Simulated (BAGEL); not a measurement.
# HF/cc-pVDZ (density fitting with qzvpp-jkfit) run of CH4S2Si (SMILES CS[Si]S)

What is the energy change on altering one bond length of CH4S2Si at HF/cc-pVDZ (density fitting with qzvpp-jkfit)? 

Program for the calculation: BAGEL 1.2.2.

18 further runs of the same task are left out: 18 set aside as unsound or not needed.

**1. The molecule**

The species is CH4S2Si (8 atoms), meant as a singlet with charge 0. As SMILES, `CS[Si]S`. The coordinates come from a PBE0-D4/def2-TZVP relaxation. This is a higher conformer, about 8 kJ/mol above the lowest found by a separate search.

Bond lengths: C1–S2 1.808 Å, S2–Si3 2.128 Å, Si3–S4 2.147 Å, C1–H5 1.090 Å, C1–H6 1.090 Å, C1–H7 1.090 Å, S4–H8 1.344 Å. Angles: C1–S2–Si3 113.2°, S2–Si3–S4 106.0°, S2–C1–H5 106.8°, S2–C1–H6 110.9°, S2–C1–H7 110.9°, Si3–S4–H8 102.9°, H5–C1–H6 108.8°, H5–C1–H7 108.8°, H6–C1–H7 110.5°.

**2. The energy at HF/cc-pVDZ (density fitting with qzvpp-jkfit)**

Input file hf.json:

```json
{ "bagel": [

{
  "title": "molecule",
  "basis": "cc-pvdz.json",
  "df_basis": "qzvpp-jkfit",
  "angstrom": true,
  "geometry": [
    { "atom": "C", "xyz": [   -0.071800,    1.051200,   -0.291200 ] },
    { "atom": "S", "xyz": [    0.162900,    0.625600,    1.450300 ] },
    { "atom": "Si", "xyz": [    0.299000,   -1.470800,    1.791100 ] },
    { "atom": "S", "xyz": [    0.104000,   -2.397700,   -0.136100 ] },
    { "atom": "H", "xyz": [   -0.129800,    2.138200,   -0.344500 ] },
    { "atom": "H", "xyz": [   -1.002100,    0.630000,   -0.672400 ] },
    { "atom": "H", "xyz": [    0.773400,    0.714000,   -0.891300 ] },
    { "atom": "H", "xyz": [   -0.043300,   -1.347400,   -0.961600 ] }
  ]
},
{ "title": "hf" },
{ "title": "print", "file": "orbitals.molden", "orbitals": true }

]}
```

The basis set cc-pVDZ is read from a file made from the Basis Set Exchange's data (not shown).

Launch:

```sh
BAGEL_NUM_THREADS=1 BAGEL hf.json > hf.out
```

The program printed:

```text
* using 1 threads per process

  ===============================================================
  ===============================================================

  *** Geometry ***

  { "atom" : "C", "xyz" : [     -0.135682,      1.986480,     -0.550288 ] },
  { "atom" : "S", "xyz" : [      0.307836,      1.182213,      2.740670 ] },
  { "atom" : "Si", "xyz" : [      0.565028,     -2.779409,      3.384688 ] },
  { "atom" : "S", "xyz" : [      0.196532,     -4.530996,     -0.257192 ] },
  { "atom" : "H", "xyz" : [     -0.245286,      4.040612,     -0.651011 ] },
  { "atom" : "H", "xyz" : [     -1.893695,      1.190527,     -1.270652 ] },
  { "atom" : "H", "xyz" : [      1.461514,      1.349264,     -1.684313 ] },
  { "atom" : "H", "xyz" : [     -0.081825,     -2.546217,     -1.817161 ] },

  Number of auxiliary basis functions:      531

  Since a DF basis is specified, we compute 2- and 3-index integrals:
    o Being stored without compression. Storage requirement is 0.033 GB

  Number of basis functions:       88
  Number of electrons      :       56

    * METHOD: MOLECULE                             0.30

  *** RHF ***

  === Nuclear Repulsion ===
   253.6936813559

      * DIIS with orbital gradients will be used.

  === RHF iteration (cc-pvdz.json) ===
      0      -1124.13685460          0.00884437           0.10
      1      -1124.20709835          0.00359161           0.10
      2      -1124.21616083          0.00133793           0.09
      3      -1124.21796848          0.00024941           0.10
      4      -1124.21806135          0.00008929           0.10
      5      -1124.21808033          0.00003171           0.10
      6      -1124.21808284          0.00001003           0.10
      7      -1124.21808308          0.00000342           0.10
      8      -1124.21808311          0.00000080           0.09
      9      -1124.21808311          0.00000023           0.10
     10      -1124.21808311          0.00000009           0.09
     11      -1124.21808311          0.00000004           0.09
     12      -1124.21808311          0.00000001           0.10
     13      -1124.21808311          0.00000000           0.10
    * SCF iteration converged.

    * Permanent dipole moment:
           (    0.122431,    -0.581285,     0.781078) a.u.

    * METHOD: HF                                   1.58

    * METHOD: PRINT                                0.02

  ===============================================================
```

It took 2 s on 1 thread of Arm Neoverse V1, shared host; peak memory 0.14 GiB.

**3. The distorted shape, same level**

Input file input.json:

```json
{ "bagel" : [

{
  "title" : "molecule",
  "basis" : "cc-pvdz.json",
  "df_basis" : "qzvpp-jkfit",
  "angstrom" : "true",
  "geometry" : [
    { "atom" : "C", "xyz" : [    0.393388,    1.261817,   -0.100585 ] },
    { "atom" : "S", "xyz" : [    0.628088,    0.836217,    1.640915 ] },
    { "atom" : "Si", "xyz" : [    0.764188,   -1.260183,    1.981715 ] },
    { "atom" : "S", "xyz" : [    0.569188,   -2.187083,    0.054515 ] },
    { "atom" : "H", "xyz" : [    0.335388,    2.348817,   -0.153885 ] },
    { "atom" : "H", "xyz" : [   -1.002100,    0.630000,   -0.672400 ] },
    { "atom" : "H", "xyz" : [    1.238588,    0.924617,   -0.700685 ] },
    { "atom" : "H", "xyz" : [    0.421888,   -1.136783,   -0.770985 ] }
  ]
},
{ "title" : "hf" },
{ "title" : "print", "file" : "orbitals.molden", "orbitals" : "true" }

]}
```

The basis set cc-pVDZ is read from a file made from the Basis Set Exchange's data (not shown).

Launch:

```sh
BAGEL_NUM_THREADS=1 BAGEL input.json > input.out
```

The program printed:

```text
* using 1 threads per process

  ===============================================================
  ===============================================================

  *** Geometry ***

  { "atom" : "C", "xyz" : [      0.743396,      2.384489,     -0.190078 ] },
  { "atom" : "S", "xyz" : [      1.186914,      1.580221,      3.100880 ] },
  { "atom" : "Si", "xyz" : [      1.444106,     -2.381401,      3.744899 ] },
  { "atom" : "S", "xyz" : [      1.075609,     -4.132988,      0.103018 ] },
  { "atom" : "H", "xyz" : [      0.633791,      4.438621,     -0.290801 ] },
  { "atom" : "H", "xyz" : [     -1.893695,      1.190527,     -1.270652 ] },
  { "atom" : "H", "xyz" : [      2.340592,      1.747273,     -1.324103 ] },
  { "atom" : "H", "xyz" : [      0.797253,     -2.148209,     -1.456950 ] },

  Number of auxiliary basis functions:      531

  Since a DF basis is specified, we compute 2- and 3-index integrals:
    o Being stored without compression. Storage requirement is 0.033 GB

  Number of basis functions:       88
  Number of electrons      :       56

    * METHOD: MOLECULE                             0.30

  *** RHF ***

  === Nuclear Repulsion ===
   251.9259096777

      * DIIS with orbital gradients will be used.

  === RHF iteration (cc-pvdz.json) ===
      0      -1124.05764826          0.00779718           0.11
      1      -1124.12339184          0.00337363           0.10
      2      -1124.13210633          0.00139087           0.10
      3      -1124.13415524          0.00029877           0.10
      4      -1124.13428183          0.00010754           0.10
      5      -1124.13430844          0.00003458           0.10
      6      -1124.13431171          0.00001130           0.11
      7      -1124.13431200          0.00000387           0.11
      8      -1124.13431203          0.00000100           0.10
      9      -1124.13431204          0.00000032           0.10
     10      -1124.13431204          0.00000012           0.10
     11      -1124.13431204          0.00000005           0.11
     12      -1124.13431204          0.00000001           0.10
     13      -1124.13431204          0.00000001           0.10
    * SCF iteration converged.

    * Permanent dipole moment:
           (   -0.066013,    -0.583059,     0.625144) a.u.

    * METHOD: HF                                   1.66

    * METHOD: PRINT                                0.02

  ===============================================================
```

Run time: 2.1 s. Hardware: 1 thread of Arm Neoverse V1, shared host; peak memory 0.14 GiB.

**4. What came out**

At HF/cc-pVDZ (density fitting with qzvpp-jkfit):

```
                                                         quantity           value
                                        first shape: total energy  -1124.21808 Eh
                                       first shape: dipole moment          2.49 D
                                         first shape: HOMO energy        -9.30 eV
                                         first shape: LUMO energy         1.19 eV
                                       first shape: HOMO–LUMO gap        10.49 eV
                                    distorted shape: total energy  -1124.13431 Eh
                                   distorted shape: dipole moment          2.18 D
                                     distorted shape: HOMO energy        -9.38 eV
                                     distorted shape: LUMO energy         1.05 eV
                                   distorted shape: HOMO–LUMO gap        10.43 eV
energy change with the C1–H6 bond stretched from 1.090 to 1.635 Å        2.280 eV
```

**Reading.** One bond (distorted shape) is far stretched, which a spin-restricted single reference describes badly; a broken-symmetry solution may lie lower. With the C1–H6 bond stretched from 1.090 to 1.635 Å the energy rises by 2.28 eV (53 kcal/mol). The first shape isn't relaxed at this level, so the change isn't measured from a minimum. A restricted reference can't describe the breaking bond well at this length.
